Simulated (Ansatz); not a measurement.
# Cu8SiSe6: from the listed structure to its properties

Aim: for Cu8SiSe6, relax cell and atoms.

Method: DFT PBEsol, scalar-relativistic, plane waves, PAW, in Ansatz 0.2.0.

**1. The structure to begin with**

It takes space group Pmn2_1 (No. 31, orthorhombic). The conventional cell has a = 7.284 Å, b = 7.218 Å, c = 10.228 Å, α = 90.00°, β = 90.00°, γ = 90.00°. Si (site symmetry m) has 4 Se at 2.18 to 2.24 Å in its first shell of neighbours. Cu (site symmetry 1) has 3 Se at 2.35 to 2.56 Å in its first shell of neighbours. Cu (site symmetry 1) has 4 Se at 2.44 to 2.70 Å and 4 Cu at 2.73 to 2.85 Å in its first shell of neighbours. Cu (site symmetry m) has 3 Se at 2.26 to 2.42 Å in its first shell of neighbours. Cu (site symmetry 1) has 3 Se at 2.37 to 2.47 Å in its first shell of neighbours. Around Cu (site symmetry m) lie 4 Se at 2.52 to 2.58 Å and 2 Cu at 2.76 Å. Se (site symmetry m) has 1 Si at 2.18 Å and 3 Cu at 2.40 to 2.42 Å in its first shell of neighbours. Se (site symmetry m) has 6 Cu at 2.26 to 2.52 Å in its first shell of neighbours. Only part of the 11 independent sites is listed.

Coordinates:

```cif
data_structure
_symmetry_space_group_name_H-M 'Pmn2_1'
_symmetry_Int_Tables_number 31
_cell_length_a 7.2835
_cell_length_b 7.2185
_cell_length_c 10.2281
_cell_angle_alpha 90.000
_cell_angle_beta 90.000
_cell_angle_gamma 90.000
_cell_volume 537.75
loop_
_atom_site_label
_atom_site_type_symbol
_atom_site_symmetry_multiplicity
_atom_site_Wyckoff_symbol
_atom_site_fract_x
_atom_site_fract_y
_atom_site_fract_z
_atom_site_occupancy
Si1 Si 2 a 0.00000 0.25000 0.50000 1
Cu1 Cu 4 b 0.19000 0.12100 0.15000 1
Cu2 Cu 4 b 0.18900 0.11400 0.84000 1
Cu3 Cu 2 a 0.00000 0.75000 0.48000 1
Cu4 Cu 4 b 0.21800 0.53900 0.25000 1
Cu5 Cu 2 a 0.00000 0.63000 0.03900 1
Se1 Se 2 a 0.00000 0.49000 0.63000 1
Se2 Se 2 a 0.00000 0.78300 0.26000 1
Se3 Se 4 b 0.24400 0.74800 0.87800 1
Se4 Se 2 a 0.00000 0.01000 0.63000 1
Se5 Se 2 a 0.00000 0.27700 0.00000 1
```

Source of the structure: the Crystallography Open Database.

(A quick probe on a coarse mesh, which set the mesh and smearing, is not shown.)

**3. A loose first relaxation**

The input, input.yaml:

```yaml
crystal:
  lattice:
    - [7.2835, 0.0, 0.0]
    - [0.0, 7.2185, 0.0]
    - [0.0, 0.0, 10.2281]
  atoms:
    - { symbol: Si, position: [0.0, 0.25, 0.5] }
    - { symbol: Si, position: [0.5, 0.75, 0.0] }
    - { symbol: Cu, position: [0.19, 0.121, 0.15] }
    - { symbol: Cu, position: [0.31, 0.879, 0.65] }
    - { symbol: Cu, position: [0.81, 0.121, 0.15] }
    - { symbol: Cu, position: [0.69, 0.879, 0.65] }
    - { symbol: Cu, position: [0.189, 0.114, 0.84] }
    - { symbol: Cu, position: [0.311, 0.886, 0.34] }
    - { symbol: Cu, position: [0.811, 0.114, 0.84] }
    - { symbol: Cu, position: [0.689, 0.886, 0.34] }
    - { symbol: Cu, position: [0.0, 0.75, 0.48] }
    - { symbol: Cu, position: [0.5, 0.25, 0.98] }
    - { symbol: Cu, position: [0.218, 0.539, 0.25] }
    - { symbol: Cu, position: [0.282, 0.461, 0.75] }
    - { symbol: Cu, position: [0.782, 0.539, 0.25] }
    - { symbol: Cu, position: [0.718, 0.461, 0.75] }
    - { symbol: Cu, position: [0.0, 0.63, 0.039] }
    - { symbol: Cu, position: [0.5, 0.37, 0.539] }
    - { symbol: Se, position: [0.0, 0.49, 0.63] }
    - { symbol: Se, position: [0.5, 0.51, 0.13] }
    - { symbol: Se, position: [0.0, 0.783, 0.26] }
    - { symbol: Se, position: [0.5, 0.217, 0.76] }
    - { symbol: Se, position: [0.244, 0.748, 0.878] }
    - { symbol: Se, position: [0.256, 0.252, 0.378] }
    - { symbol: Se, position: [0.756, 0.748, 0.878] }
    - { symbol: Se, position: [0.744, 0.252, 0.378] }
    - { symbol: Se, position: [0.0, 0.01, 0.63] }
    - { symbol: Se, position: [0.5, 0.99, 0.13] }
    - { symbol: Se, position: [0.0, 0.277, 0.0] }
    - { symbol: Se, position: [0.5, 0.723, 0.5] }
basis:
  ecutwfc: 420
kpoints:
  mp_grid: { grid: [4, 4, 2] }
hamiltonian:
  xc: pbesol
scf:
  occupations: { method: gaussian, width: 0.1 }
output:
  forces: true
  stress: true
  eigenvalues: true
relax:
  adjacent_minimum: "off"
  f_tol: 0.05
  max_steps: 80
  cell: { stress_tol: 0.5 }
```

Command:

```console
$ ansatz run input.yaml --threads 8 --pin off --max-ram 22528MiB --backend cpu --events-out ev --progress --plain --runs-dir out
```

Further runs follow: relaxing cell and atoms.

**Question.** What will these runs give? Wanted: relaxed cell; volume; formation energy.

**Answer**, as computed:

```
                                                               quantity                                                                       value
                                                           relaxed cell  a = 7.153 Å, b = 7.034 Å, c = 10.129 Å, α = 90.00°, β = 90.00°, γ = 90.00°
                                                   space group (0.01 Å)                                                             Pmn2_1 (No. 31)
                                                                 volume                                                               16.99 Å³/atom
formation energy (elements from runs with the same settings, not shown)                                                               -0.11 eV/atom
```

**Reading.** Relaxation lowered the volume by 5.2 %. That is more than thermal expansion of the reported cell explains.
